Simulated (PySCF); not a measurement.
# Cl3H3NNd (Nd(Cl)3(NH3)): the cost of one run

Method: PBE0, Nd lcecp-1-SVP with ECP49, Cl def2-SVP, N def2-SVP, H def2-SVP; scalar-relativistic core potentials, no spin–orbit coupling; program: PySCF 2.14.0.

1 further run of the same task is left out (for a known fault of the program).

## 1. The starting structure

8 atoms, charge 0, spin multiplicity 1.

Bond lengths: Nd1–Cl2 2.681 Å, Nd1–Cl3 2.681 Å, Nd1–Cl4 2.681 Å, Nd1–N5 2.582 Å, N5–H6 1.020 Å, N5–H7 1.020 Å, N5–H8 1.020 Å. Angles: Cl2–Nd1–Cl3 109.5°, Cl2–Nd1–Cl4 109.5°, Cl2–Nd1–N5 109.5°, Cl3–Nd1–Cl4 109.5°, Cl3–Nd1–N5 109.5°, Cl4–Nd1–N5 109.5°, Nd1–N5–H6 113.0°, Nd1–N5–H7 113.0°, Nd1–N5–H8 113.0°, H6–N5–H7 105.8°, H6–N5–H8 105.8°, H7–N5–H8 105.8°.

Coordinates:

```xyz
8
charge 0, multiplicity 1
Nd    0.0000    0.0000    0.0000
Cl    1.5477    1.5477    1.5477
Cl   -1.5477   -1.5477    1.5477
Cl    1.5477   -1.5477   -1.5477
N    -1.4910    1.4910   -1.4910
H    -2.1042    2.1042   -0.9539
H    -0.9539    2.1042   -2.1042
H    -2.1042    0.9539   -2.1042
```

Formal oxidation states: Nd +3. Each metal's 3 4f electrons lie in its core potential, so multiplicities, spins and levels count the valence alone.

## 2. SCF at the start, singlet

The input, run.py (the lines that set the calculation):

```python
mol = gto.M(atom='''
Nd     0.00000     0.00000     0.00000
Cl     1.54770     1.54770     1.54770
Cl    -1.54770    -1.54770     1.54770
Cl     1.54770    -1.54770    -1.54770
N     -1.49100     1.49100    -1.49100
H     -2.10420     2.10420    -0.95390
H     -0.95390     2.10420    -2.10420
H     -2.10420     0.95390    -2.10420''',
    basis={'Nd': 'lcecp-1-SVP', 'Cl': 'def2-SVP', 'N': 'def2-SVP', 'H': 'def2-SVP'},
    ecp={'Nd': 'lcecp-1-SVP'},
    charge=0, spin=0)
mf = dft.RKS(mol, xc='PBE0')
mf.grids.atom_grid = (50, 194)  # f atoms: unpruned, at least (60, 302)
mf = mf.density_fit()  # fitting sets: Nd AutoAux, Cl def2-universal-JKFIT, N def2-universal-JKFIT, H def2-universal-JKFIT
mf.conv_tol = 1e-08; mf.max_cycle = 55
mf.kernel(dm0)  # dm0: free metal ions and neutral atoms
```

Started as:

```console
OMP_NUM_THREADS=2 python run.py
```

**Question.** How long does this run take on 2 threads of Arm Neoverse V1, shared host, and how much memory does it need?

About 4.1 s, with a peak of 0.65 GiB.
